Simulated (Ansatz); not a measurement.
# C2H5BO: one species, many methods

One table from this session's results is given with a row withheld; the runs are named, their logs left out.

Program: Ansatz 0.2.0, Gaussian basis. Level of theory: functionals in def2-TZVPP, the program's frozen cores in correlated methods. These are calculated values, not measurements.

The runs, in order: LDA (SPW92), PBE-D4, revPBE-D4, BLYP-D4, r2SCAN-D4, B97M-V, PBE0-D4, B3LYP-D4, r2SCANh-D4, r2SCAN0-D4, HSE06-D4, BHLYP-D4, CAM-B3LYP-D4, LC-ωPBE, ωB97X-V, ωB97M-V, B2PLYP, PBE-QIDH; CCSD(T)/def2-SVP; CCSD(T)/def2-TZVPP; MP2/def2-QZVPP; extrapolation to the limit; RPA on PBE.

## Structure used throughout

The geometry comes from an earlier relaxation with PBE0-D4 in a triple-zeta def2 set; it is a stationary point, not always the lowest conformer.

SMILES `OB1CC1`, 9 atoms, charge 0, spin multiplicity 1.

Atoms are counted from 1 here; the program's logs count them from 0.

Bond lengths: O1–B2 1.341 Å, O1–H5 0.962 Å, B2–C3 1.523 Å, B2–C4 1.515 Å, C3–C4 1.575 Å, C3–H6 1.087 Å, C3–H7 1.087 Å, C4–H8 1.086 Å, C4–H9 1.086 Å. Angles: B2–O1–H5 112.9°, O1–B2–C3 150.4°, O1–B2–C4 147.1°, C3–B2–C4 62.5°, B2–C3–C4 58.5°, B2–C3–H6 121.2°, B2–C3–H7 121.2°, C4–C3–H6 116.3°, C4–C3–H7 116.3°, H6–C3–H7 112.5°, B2–C4–C3 59.0°, B2–C4–H8 121.0°, B2–C4–H9 121.0°, C3–C4–H8 116.3°, C3–C4–H9 116.3°, H8–C4–H9 112.6°.

The first run:

in.yaml reads:

```yaml
crystal:
  periodic: [false, false, false]
  atoms:
    - {symbol: O, position_ang: [-1.141420, 0.848522, -1.439438]}
    - {symbol: B, position_ang: [-0.413573, 0.252821, -0.483974]}
    - {symbol: C, position_ang: [0.844203, 0.180603, 0.370895]}
    - {symbol: C, position_ang: [-0.312553, -0.877309, 0.519837]}
    - {symbol: H, position_ang: [-0.708722, 1.623107, -1.810620]}
    - {symbol: H, position_ang: [1.781887, -0.186211, -0.037655]}
    - {symbol: H, position_ang: [0.992444, 0.852686, 1.211752]}
    - {symbol: H, position_ang: [-0.081924, -1.889919, 0.201294]}
    - {symbol: H, position_ang: [-0.871841, -0.850599, 1.450708]}
basis:
  gaussian: {orbitals: def2-TZVPP}
hamiltonian: {xc: lda}
output: {orbitals: {seedname: orbitals}}
```

On the command line:

```sh
> ansatz run in.yaml --threads 2 --pin off --events-out ev --progress --plain --max-ram 4352MiB
```

Among the steps run: LDA; PBE-D4 (GGA); revPBE-D4 (GGA); BLYP-D4 (GGA); r2SCAN-D4 (meta-GGA); B97M-V (meta-GGA); B3LYP-D4 (hybrid); r2SCANh-D4 (hybrid); r2SCAN0-D4 (hybrid); HSE06-D4 (hybrid); BHLYP-D4 (hybrid); CAM-B3LYP-D4 (range-separated); LC-ωPBE (range-separated); ωB97X-V (range-separated); ωB97M-V (range-separated); B2PLYP (double hybrid); PBE-QIDH (double hybrid).

One table of the session follows, with a row left open; its other results are not shown here.

It belongs to the step «Orbital energies across the functionals». 

| functional | HOMO (eV) | gap (eV) |
| --- | --- | --- |
| LDA (SPW92) | -5.83 | 4.72 |
| PBE-D4 | -5.70 | 4.84 |
| revPBE-D4 | ? | ? |
| BLYP-D4 | -5.61 | 4.89 |
| r2SCAN-D4 | -5.92 | 5.47 |
| B97M-V | -6.00 | 5.56 |
| PBE0-D4 | -7.04 | 7.21 |
| B3LYP-D4 | -6.84 | 6.78 |
| r2SCANh-D4 | -6.42 | 6.33 |
| r2SCAN0-D4 | -7.18 | 7.60 |
| HSE06-D4 | -6.63 | 6.42 |
| BHLYP-D4 | -8.31 | 9.52 |
| CAM-B3LYP-D4 | -8.48 | 9.80 |
| LC-ωPBE | -9.84 | 12.40 |
| ωB97X-V | -9.46 | 11.92 |
| ωB97M-V | -9.34 | 11.30 |

Estimate the missing values for revPBE-D4.

As computed: HOMO (eV): -5.65; gap (eV): 4.88. In the column «HOMO (eV)» it lies between PBE-D4 (-5.70) and BLYP-D4 (-5.61).
